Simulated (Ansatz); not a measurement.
CsCaBr3, space group Pm-3m: an equation of state with a fit, run with the Python package of Ansatz (0.2.0).

`eos.py`:
```python
# -*- coding: utf-8 -*-
import ansatz as az
import numpy as np

SMEARING = "methfessel_paxton"
WIDTH_EV = 0.2
XC = "r2scan"
KGRID = (3, 3, 3)

vectors0 = np.array([
    [5.708666, 0.0, 0.0],
    [0.0, 5.708666, 0.0],
    [0.0, 0.0, 5.708666],
])
sites = [
    ("Cs", (0.0, 0.0, 0.0)),
    ("Ca", (0.5, 0.5, 0.5)),
    ("Br", (0.5, 0.0, 0.5)),
    ("Br", (0.0, 0.5, 0.5)),
    ("Br", (0.5, 0.5, 0.0)),
]


def on_lattice(cell):
    crystal = az.Crystal(lattice=az.Lattice.of(cell))
    for symbol, position in sites:
        crystal = crystal.atom(symbol, position)
    return crystal

volumes, energies, pressures = [], [], []
for scale in np.linspace(0.95, 1.07, 5):
    cell = vectors0 * scale ** (1 / 3)
    calc = (
        on_lattice(cell).calculation()
        .accuracy("medium")
        .pseudopotentials("nc")
        .occupations(SMEARING, width=WIDTH_EV)
        .functional(XC)
        .kpoints(*KGRID)
        .stress()
    )
    r = calc.run(threads=1).report
    volumes.append(abs(np.linalg.det(cell)) / len(sites))
    energies.append(r["free_energy_ev"] / len(sites))
    pressures.append(np.trace(r["stress_gpa"]) / 3)
    print(f"V = {volumes[-1]:8.4f} A^3/atom  F = {energies[-1]:.5f} eV/atom  P = {pressures[-1]:8.3f} GPa")

x = np.array(volumes) ** (-2 / 3)
poly = np.polynomial.Polynomial.fit(x, energies, 3).convert()
roots = poly.deriv().roots()
x0 = min((r.real for r in roots if abs(r.imag) < 1e-9 and poly.deriv(2)(r.real) > 0), key=lambda r: abs(r - x.mean()))
v0 = x0 ** -1.5
b0 = 4 / 9 * poly.deriv(2)(x0) * v0 ** (-7 / 3) * 160.21766
b1 = 4 + 2 / 3 * x0 * poly.deriv(3)(x0) / poly.deriv(2)(x0)
print(f"V0 = {v0:.4f} A^3/atom, B0 = {b0:.1f} GPa, dB/dP = {b1:.2f}")
```

Its results, one of them left out:

| V (Å³/atom) | F less the lowest row shown (meV/atom) |
| --- | --- |
| 35.347 | ? |
| 36.464 | 0.80 |
| 37.580 | 0.00 |
| 38.696 | 3.65 |
| 39.812 | 11.04 |

What is the missing energy at 35.347 Å³ an atom?

A third-order Birch-Murnaghan fit, E = E0 + (9 V0 B0 / 16) [(t - 1)³ B' + (t - 1)² (6 - 4t)] with t = (V0/V)^(2/3), through the 4 rows shown gives V0 = 37.201 Å³, B0 = 22.5 GPa, B' = 4.67 and E0 = -0.27 meV. At V = 35.347 Å³, t = 1.03465, and the fit extrapolates to 6.87 meV. The run gave 6.87 meV, a miss of 0.00 meV.

What to keep in mind:
- The settings weren't tested for convergence.
- Such functionals run on norm-conserving files made under PBE, which can move pressures by some GPa.
- Pressure is positive in compression.
- This cell is a computed structure, which may not be the phase found in nature.
- Finished in 100 s on 1 thread of Arm Neoverse V2 (shared host), peak memory 2.3 GiB.

(A comment or docstring line of the script was reworded after the run, the code is as it ran.)
